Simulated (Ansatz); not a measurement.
**B2H7NSi: up Jacob's ladder to CCSD(T)**

One table from this session's results is given with a row withheld; the runs are named, their logs left out.

Method: functionals in def2-TZVPP, the program's frozen cores in correlated methods; program: Ansatz 0.2.0, Gaussian basis.

Plan: LDA (SPW92), PBE-D4, revPBE-D4, BLYP-D4, r2SCAN-D4, B97M-V, PBE0-D4, B3LYP-D4, r2SCANh-D4, r2SCAN0-D4, HSE06-D4, BHLYP-D4, CAM-B3LYP-D4, LC-ωPBE, ωB97X-V, ωB97M-V, B2PLYP, PBE-QIDH; CCSD(T)/def2-SVP; CCSD(T)/def2-TZVPP; MP2/def2-QZVPP; extrapolation to the limit; RPA on PBE.

**The geometry**

All runs share one geometry, relaxed beforehand with PBE0-D4 in a triple-zeta def2 set.

11 atoms, charge 0, spin multiplicity 1.

Atoms are counted from 1 here; the program's logs count them from 0.

Bond lengths: B1–B2 1.627 Å, B1–Si3 2.048 Å, B1–H5 1.195 Å, B1–H6 1.225 Å, B2–N4 1.555 Å, B2–H7 1.198 Å, Si3–N4 1.909 Å, Si3–H8 1.491 Å, Si3–H9 1.484 Å, N4–H10 1.012 Å, N4–H11 1.013 Å. Angles: B2–B1–Si3 70.8°, B2–B1–H5 126.1°, B2–B1–H6 115.3°, Si3–B1–H5 126.8°, Si3–B1–H6 84.4°, H5–B1–H6 116.9°, B1–B2–N4 108.3°, B1–B2–H7 133.0°, N4–B2–H7 112.6°, B1–Si3–N4 81.3°, B1–Si3–H8 134.8°, B1–Si3–H9 116.4° and more.

Set-up of the first run:

in.yaml reads:

```yaml
crystal:
  periodic: [false, false, false]
  atoms:
    - {symbol: B, position_ang: [-0.250584, 1.458214, 0.095522]}
    - {symbol: B, position_ang: [-0.369232, 0.299638, -1.040171]}
    - {symbol: Si, position_ang: [0.831152, -0.177520, 0.684305]}
    - {symbol: N, position_ang: [-0.520576, -1.072032, -0.323287]}
    - {symbol: H, position_ang: [0.162233, 2.567270, -0.071121]}
    - {symbol: H, position_ang: [-0.889859, 1.254058, 1.119984]}
    - {symbol: H, position_ang: [0.073615, 0.194441, -2.148325]}
    - {symbol: H, position_ang: [2.063669, -0.855048, 0.188899]}
    - {symbol: H, position_ang: [0.642145, -0.624802, 2.086462]}
    - {symbol: H, position_ang: [-0.328546, -1.930537, -0.823419]}
    - {symbol: H, position_ang: [-1.348617, -1.170581, 0.251649]}
basis:
  gaussian: {orbitals: def2-TZVPP}
hamiltonian: {xc: lda}
output: {orbitals: {seedname: orbitals}}
```

Command:

```
$ ansatz run in.yaml --threads 2 --pin off --events-out ev --progress --plain --max-ram 4352MiB
```

Steps of the session up to this table: LDA; PBE-D4 (GGA); revPBE-D4 (GGA); BLYP-D4 (GGA); r2SCAN-D4 (meta-GGA); B97M-V (meta-GGA); PBE0-D4 (hybrid); B3LYP-D4 (hybrid); r2SCANh-D4 (hybrid); r2SCAN0-D4 (hybrid); HSE06-D4 (hybrid); BHLYP-D4 (hybrid); CAM-B3LYP-D4 (range-separated); LC-ωPBE (range-separated); ωB97X-V (range-separated); ωB97M-V (range-separated); B2PLYP (double hybrid); PBE-QIDH (double hybrid).

One of the session's tables, all rows but one given; the rest of the session is left out.

It belongs to the step «Orbital energies across the functionals». 

| functional | HOMO (eV) | gap (eV) |
| --- | --- | --- |
| LDA (SPW92) | -5.76 | 3.46 |
| PBE-D4 | -5.64 | 3.52 |
| revPBE-D4 | -5.59 | 3.55 |
| BLYP-D4 | ? | ? |
| r2SCAN-D4 | -5.81 | 3.94 |
| B97M-V | -5.90 | 3.92 |
| PBE0-D4 | -6.63 | 5.37 |
| B3LYP-D4 | -6.42 | 4.98 |
| r2SCANh-D4 | -6.18 | 4.61 |
| r2SCAN0-D4 | -6.74 | 5.62 |
| HSE06-D4 | -6.23 | 4.60 |
| BHLYP-D4 | -7.46 | 7.16 |
| CAM-B3LYP-D4 | -7.83 | 7.62 |
| LC-ωPBE | -9.10 | 9.97 |
| ωB97X-V | -8.79 | 9.57 |
| ωB97M-V | -8.67 | 9.23 |

**Question.** Estimate the row for BLYP-D4.

Worked estimate for «HOMO (eV)». Against the share of exact exchange, B3LYP-D4 (0.2, -6.42), BHLYP-D4 (0.5, -7.46) give a slope of -3.47 per unit share; at 0 the line stands at -5.73.

The run gave: HOMO (eV): -5.48; gap (eV): 3.51. In «HOMO (eV)» the line misses by -0.25.
